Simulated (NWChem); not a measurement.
**HF/3-21G run of C2H5I (iodoethane)**

What is the vertical singlet–triplet gap of C2H5I (iodoethane) at HF/3-21G? 

Program for the calculation: NWChem 7.3.0.

4 further runs of the same task are left out: 1 that didn't finish, 3 set aside as unsound or not needed. Runs told in other sessions of the task aren't counted.

## (1) The structure to begin with

The species is C2H5I (8 atoms), meant as a singlet with charge 0. SMILES: `CCI`. The coordinates come from a PBE0-D4/def2-TZVP relaxation.

Bond lengths: C1–C2 1.507 Å, C2–I3 2.149 Å, C1–H4 1.095 Å, C1–H5 1.091 Å, C1–H6 1.091 Å, C2–H7 1.088 Å, C2–H8 1.088 Å. Some angles: C1–C2–I3 112.1°, C1–C2–H7 112.7°, C1–C2–H8 112.7°, I3–C2–H7 104.7°, I3–C2–H8 104.7°, C2–C1–H4 109.4°, C2–C1–H5 111.5°, C2–C1–H6 111.5°, H7–C2–H8 109.2°, H4–C1–H5 108.1°.

## (2) Energy and gradient at HF/3-21G

Input file sp.nw:

```
start sp
title "C2H5I hf"
memory total 2200 mb
geometry units au noautosym nocenter noautoz
   C  -0.94522211  1.10016076 -0.56657769
   C   0.47743931 -1.19793518  0.32886904
   I   3.99765892 -0.21911374  2.10173450
   H  -2.71886236  0.50710801 -1.45321829
   H   0.14082239  2.16643872 -1.95701927
   H  -1.40187443  2.36272457  0.99775650
   H   0.99941946 -2.45823133 -1.20899008
   H  -0.54938118 -2.26115179  1.75748309
end
basis spherical bse
   * library 3-21G
end
scf
   singlet
   rhf
   thresh 1e-08
   maxiter 80
end
task scf gradient
```

The run is started by

```bash
$ nwchem sp.nw > sp.out
```

Output:

```text
[...]
  functions       =    59
[...]
  wavefunction    = RHF
[...]
         Total SCF energy =  -6965.520090552996
      One-electron energy = -10012.298913417168
      Two-electron energy =   2830.858642278673
 Nuclear repulsion energy =    215.920180585497
        Time for solution =      6.6s
[...]
                         RHF ENERGY GRADIENTS
    atom               coordinates                        gradient
                 x          y          z           x          y          z
   1 C      -0.945222   1.100161  -0.566578    0.012005  -0.013054   0.007138
   2 C       0.477439  -1.197935   0.328869    0.004919   0.021343   0.001159
   3 I       3.997659  -0.219114   2.101735   -0.017657  -0.004771  -0.008902
   4 H      -2.718862   0.507108  -1.453218   -0.005034  -0.002151  -0.002486
   5 H       0.140822   2.166439  -1.957019    0.003064   0.003315  -0.004049
   6 H      -1.401874   2.362725   0.997757   -0.001373   0.003878   0.004452
   7 H       0.999419  -2.458231  -1.208990    0.005096  -0.004671  -0.004513
   8 H      -0.549381  -2.261152   1.757483   -0.001020  -0.003889   0.007202
[...]
```

Run time: 9.6 s. Hardware: 1 thread of Intel Xeon Platinum 8175M at 2.50GHz (Skylake/Cascade Lake), shared host; peak memory 0.1 GiB.

## (3) The triplet: the energy at UHF/3-21G

Input file c2h5i.xyz:

```xyz
8

C     -0.500190     0.582180    -0.299820
C      0.252650    -0.633920     0.174030
I      2.115470    -0.115950     1.112190
H     -1.438760     0.268350    -0.769010
H      0.074520     1.146430    -1.035610
H     -0.741840     1.250300     0.527990
H      0.528870    -1.300840    -0.639770
H     -0.290720    -1.196550     0.930020
```

Input file c2h5i.nw:

```
start c2h5i
memory total 2200 mb
charge 0
geometry units angstroms noautosym nocenter noautoz
  load c2h5i.xyz
end
basis "ao basis" spherical bse
  * library 3-21G
end
scf
  triplet
  uhf
  thresh 1e-08
  maxiter 80
end
task scf
```

The run is started by

```bash
$ nwchem c2h5i.nw > c2h5i.out
```

Output:

```text
[...]
  functions       =    59
[...]
  wavefunction    = UHF
[...]
         Total SCF energy =  -6965.354243070230
      One electron energy = -10010.536900064730
      Two electron energy =   2829.262461077983
 Nuclear repulsion energy =    215.920195916517
                       Sz =      1.0000
                 Sz(Sz+1) =      2.0000
                      S^2 =      2.0090
[...]
```

Run time: 26 s. Hardware: 1 thread of Intel Xeon Platinum 8175M at 2.50GHz (Skylake/Cascade Lake), shared host; peak memory 0.098 GiB.

## (4) Results

At HF/3-21G:

| quantity | value |
| --- | --- |
| singlet: total energy | -6965.52009 Eh |
| singlet: dipole moment | 2.20 D |
| singlet: HOMO energy | -9.53 eV |
| singlet: LUMO energy | 3.38 eV |
| singlet: HOMO–LUMO gap | 12.91 eV |
| singlet: largest force on an atom | 1.128 eV/Å |
| triplet: total energy | -6965.35424 Eh |
| triplet: dipole moment | 0.14 D |
| triplet: HOMO energy (highest over α and β) | -5.19 eV |
| triplet: LUMO energy (lowest over α and β) | -1.32 eV |
| triplet: ⟨S²⟩ | 2.009 |
| vertical energy of the triplet above the singlet | 4.513 eV |

In words: At this shape the triplet lies 4.51 eV (104 kcal/mol) above the singlet. The largest force (singlet) is 1.13 eV/Å: the shape isn't a stationary point for this species at this level. Relativity is left out (singlet) although the molecule holds a heavy atom. Relativity is left out (triplet) although the molecule holds a heavy atom.
